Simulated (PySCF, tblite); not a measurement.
**C₄H₅BF₂O₂: geometry, infrared bands and NMR shifts**

Aim: predict the infrared bands and NMR shifts of C₄H₅BF₂O₂ (`O=C1COC[C@H]1B(F)F`).

Computed with tblite 0.8.0 and PySCF 2.14.0, with density-fitted response routines of our own, on a single molecule in the gas phase. Atoms count from 0, in the outputs and in this text.

### 1 The starting structure

14 atoms, charge 0, multiplicity 1; geometry from: force field or distance geometry start.

Bonds of the start (Å): O0–C1 1.19, C1–C2 1.51, C2–O3 1.38, O3–C4 1.42, C4–C5 1.53, C5–B6 1.56, B6–F7 1.44, B6–F8 1.45, C5–C1 1.51, C2–H9 1.10, C2–H10 1.09, C4–H11 1.09, C4–H12 1.11, C5–H13 1.11.

### 2 Relaxing the molecule with GFN2-xTB

Job settings and geometry (Å):

```
{"job": {"kind": "relax", "xc": "GFN2-xTB", "basis": "xTB"}, "charge": 0, "multiplicity": 1}
O     -0.178000     0.586200    -2.127000
C      0.198200     0.123500    -1.093200
C      1.619400    -0.116400    -0.643700
O      1.510300    -0.811300     0.541400
C      0.393000    -0.248500     1.205400
C     -0.629600    -0.368700     0.072800
B     -1.909100     0.494000     0.295600
F     -3.157500    -0.207400     0.481500
F     -2.009200     1.776000    -0.375700
H      2.188100    -0.662700    -1.414800
H      2.066600     0.848200    -0.409100
H      0.097100    -0.778100     2.105800
H      0.679300     0.804700     1.418300
H     -0.869300    -1.439900    -0.079300
```

The run is started by

```
> OMP_NUM_THREADS=1 python probes_run.py task.json out
```

The driver reads the jobs from task.json and runs them one after another.

**Question.** This job is followed by: GFN2-xTB harmonic vibrations, gas phase; GIAO PBE0/pcSseg-1 NMR shielding, non-relativistic, gas phase. What will the session give for the following? strongest single infrared mode (GFN2-xTB); zero-point energy (GFN2-xTB); ¹³C shifts against TMS (PBE0/pcSseg-1); ¹H shifts against TMS (PBE0/pcSseg-1); ¹⁷O shifts against H2O (PBE0/pcSseg-1); ¹¹B shifts against BF3·OEt2 (PBE0/pcSseg-1); ¹⁹F shifts against CFCl3 (PBE0/pcSseg-1, means over atoms taken as alike).

As calculated:

```
                                                                 quantity                             value
                                strongest single infrared mode (GFN2-xTB)             1823 cm⁻¹, 399 km/mol
                                             zero-point energy (GFN2-xTB)                     58.6 kcal/mol
                                   ¹³C shifts against TMS (PBE0/pcSseg-1)       218.0, 75.7, 72.6, 43.1 ppm
                                    ¹H shifts against TMS (PBE0/pcSseg-1)  4.62, 4.37, 4.23, 3.92, 2.61 ppm
                                   ¹⁷O shifts against H2O (PBE0/pcSseg-1)                   638.6, 36.9 ppm
                              ¹¹B shifts against BF3·OEt2 (PBE0/pcSseg-1)                          24.8 ppm
¹⁹F shifts against CFCl3 (PBE0/pcSseg-1, means over atoms taken as alike)                         -65.3 ppm
```

**Reading.** Relaxing lowered the energy by 1.194 eV in 100 steps; the close pair that moved most is B6–F8, from 1.451 to 1.315 Å. No mode is imaginary among the 36: a minimum at this level. The strongest single mode, at 1823 cm⁻¹, moves mainly C1 and O0. GFN2-xTB is a fitted tight-binding method: band positions and strengths are rough. Its intensities can rank the bands wrongly. The most deshielded carbon is C1 (ketone carbonyl carbon), at 218.0 ppm: the double bond to the heteroatom, with no lone-pair donor beside it, deshields it most. At PBE0/pcSseg-1: The widest tensor belongs to O0: span 1266 ppm, with a paramagnetic part of -701 ppm.
